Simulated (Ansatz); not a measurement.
# CCl₂FNSi: basis-set convergence

One table from this session's results is given with a row withheld; the runs are named, their logs left out.

The runs use Ansatz 0.2.0, Gaussian basis; one geometry, several basis sets.

Levels to be run: PBE0-D4/def2-SVP; ωB97M-V/def2-SVP; PBE0-D4/def2-QZVPP; ωB97M-V/def2-QZVPP; the functionals' def2-TZVPP values are taken from earlier runs.

## Structure used throughout

All runs share one geometry, relaxed beforehand with PBE0-D4 in a triple-zeta def2 set.

SMILES `N#C[Si](F)(Cl)Cl`, 6 atoms, charge 0, spin multiplicity 1.

Atoms are counted from 1 here; the program's logs count them from 0.

Bond lengths: N1–C2 1.151 Å, C2–Si3 1.830 Å, Si3–F4 1.572 Å, Si3–Cl5 2.006 Å, Si3–Cl6 2.006 Å. Angles: N1–C2–Si3 179.1°, C2–Si3–F4 107.4°, C2–Si3–Cl5 109.0°, C2–Si3–Cl6 109.0°, F4–Si3–Cl5 109.6°, F4–Si3–Cl6 109.6°, Cl5–Si3–Cl6 112.0°.

Set-up of the first run:

The input, in.yaml:

```yaml
crystal:
  periodic: [false, false, false]
  atoms:
    - {symbol: N, position_ang: [1.752633, -1.361030, 1.114171]}
    - {symbol: C, position_ang: [0.923124, -0.763298, 0.585927]}
    - {symbol: Si, position_ang: [-0.381920, 0.210333, -0.249428]}
    - {symbol: F, position_ang: [-1.471547, -0.801895, -0.758763]}
    - {symbol: Cl, position_ang: [0.422883, 1.177069, -1.812454]}
    - {symbol: Cl, position_ang: [-1.203073, 1.474720, 1.074346]}
basis:
  gaussian: {orbitals: def2-SVP}
hamiltonian: {xc: pbe0, dispersion: d4}
output: {orbitals: {seedname: orbitals}}
```

Among the steps run: PBE0-D4 in def2-SVP; ωB97M-V in def2-SVP; PBE0-D4 in def2-QZVPP; ωB97M-V in def2-QZVPP.

One table of the session follows, with a row left open; its other results are not shown here.

It belongs to the step «Density functionals: the series». 

| functional | basis | HOMO (eV) |
| --- | --- | --- |
| PBE0-D4 | def2-SVP | -10.09 |
| PBE0-D4 | def2-TZVPP | -10.18 |
| PBE0-D4 | def2-QZVPP | -10.20 |
| ωB97M-V | def2-SVP | ? |
| ωB97M-V | def2-TZVPP | -12.43 |
| ωB97M-V | def2-QZVPP | -12.46 |

Estimate the missing values for ωB97M-V, def2-SVP.

The run gave: HOMO (eV): -12.28. In the column «HOMO (eV)» it lies between ωB97M-V, def2-TZVPP (-12.43) and PBE0-D4, def2-QZVPP (-10.20).
